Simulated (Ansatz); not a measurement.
What does this script print? It uses Ansatz's Python interface.

The script, `run_basis.py`:
```python
import ansatz

GEOMETRY = """
Si    0.18590   -0.95100    0.17940
Se    1.24860    1.07880    0.08640
H    -0.96490   -0.82460    1.15970
H    -0.37650   -1.17940   -1.15350
H    -0.04320    1.80260   -0.31330
"""


def main() -> None:
    molecule = ansatz.Crystal.molecule()
    for line in GEOMETRY.strip().splitlines():
        symbol, *xyz = line.split()
        molecule = molecule.atom(symbol, [float(v) for v in xyz])

    calc = (
        molecule.calculation()
        .functional("pbe0", dispersion="d4")
        .spin("collinear", total=1)
        .accuracy("medium")
    )

    energies = {}
    for basis in ["cc-pVDZ", "cc-pVTZ"]:
        summary = calc.basis(gaussian=basis).run(threads=1).report
        size = summary["n_frozen"] + summary["n_occupied"][0] + summary["n_virtual"][0]
        energies[basis] = (summary["reference_energy_ev"] / 27.211386246, summary["free_energy_ev"] / 27.211386246)
        print(f"{basis:14s} {size:4d} orbitals  reference {energies[basis][0]:14.6f} Ha  total {energies[basis][1]:14.6f} Ha")

    last = energies["cc-pVTZ"][1]
    for basis, (_, total) in energies.items():
        print(f"{basis:14s} lies {27.211386 * (total - last):9.4f} eV above cc-pVTZ")


if __name__ == "__main__":
    main()
```

```console
$ python run_basis.py
cc-pVDZ          60 orbitals  reference   -2692.372773 Ha  total   -2692.375755 Ha
cc-pVTZ         119 orbitals  reference   -2692.460369 Ha  total   -2692.463350 Ha
cc-pVDZ        lies    2.3836 eV above cc-pVTZ
cc-pVTZ        lies    0.0000 eV above cc-pVTZ
```

Against cc-pVDZ: cc-pVTZ -87.6 mHa. The last step alone is -87.60 mHa. From the first set to the last the time grows from 2.3 to 3.7 s.

Reading the output:
- These settings explore the input space; basis and method may be short of convergence.
- The geometry is a force-field or estimated start, not a minimum of this method, and the last set is no limit. Much of the fall in a total is atomic energy, which cancels in bond and reaction energies.
- The species is open-shell (spin multiplicity 2).
- Total less reference energy is the dispersion correction.
- For Al to Cl the sets with a tight d function, cc-pV(X+d)Z, are usual.
- Wall time of the script: 6.3 s on 1 thread of Arm Neoverse V2, on a shared host, peak memory 0.34 GiB.
